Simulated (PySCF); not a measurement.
# C2H10O5Si2Sn ((OMe)2Sn(OSiH2)2O): the cost of one run

The runs use PySCF 2.14.0, with density-fitted response routines of our own; the level of theory stands in each step. All values are computed, except where a source is named. Atoms are numbered from 0 throughout.

## Step 1: The molecule as given

20 atoms, charge 0, multiplicity 1; geometry from: GFN2-xTB. The atoms were then displaced at random by about 0.03 Å, so the start is not that level's minimum.

Bonds of the start (Å): Sn0–O1 1.87, Sn0–O3 1.83, Sn0–O5 2.04, Sn0–O9 1.94, O1–C2 1.41, C2–H10 1.06, C2–H11 1.07, C2–H12 1.07, O3–C4 1.52, C4–H13 1.15, C4–H14 1.06, C4–H15 1.05, O5–Si6 1.59, Si6–O7 1.64, Si6–H16 1.49, Si6–H17 1.50, O7–Si8 1.54, Si8–O9 1.63, Si8–H18 1.44, Si8–H19 1.52.

## Step 2: Geometry optimisation at PBE0-D3(BJ)/def2-SVP

The job: settings as JSON, then the geometry in Å.

```
{"job": {"xc": "PBE0", "basis": "def2-SVP", "d3": "d3bj", "grid": 1, "maxiter": 40, "shake": 0.03, "kind": "geom"}, "charge": 0, "multiplicity": 1}
Sn     0.614240    -0.667420     0.448370
O      2.144210    -0.133080     1.371860
C      2.459350     1.221050     1.628120
O      0.356440    -2.478240     0.568260
C     -0.761260    -3.180590    -0.191010
O     -0.946840     0.469210     1.100000
Si    -1.896800     1.467750     0.305070
O     -1.446250     1.647400    -1.262700
Si    -0.358450     1.027950    -2.158320
O      0.580650    -0.071120    -1.399440
H      2.716780     1.776490     0.766450
H      1.764890     1.752360     2.245850
H      3.339740     1.181970     2.231490
H     -1.805970    -2.837940     0.162460
H     -0.644580    -3.060030    -1.236900
H     -0.616630    -4.172070     0.112710
H     -1.740030     2.811870     0.917070
H     -3.275830     0.883910     0.325620
H      0.499940     2.095870    -2.599940
H     -1.121170     0.278820    -3.235690
```

Started as:

```sh
OMP_NUM_THREADS=1 python probes_run.py task.json out
```

This one command runs all jobs of the session in turn.

**Question.** How long does this first job take on 1 thread of Intel Xeon at 2.50GHz, shared host, and how much memory does it need?

About 11 min, with a peak of 1.3 GiB.
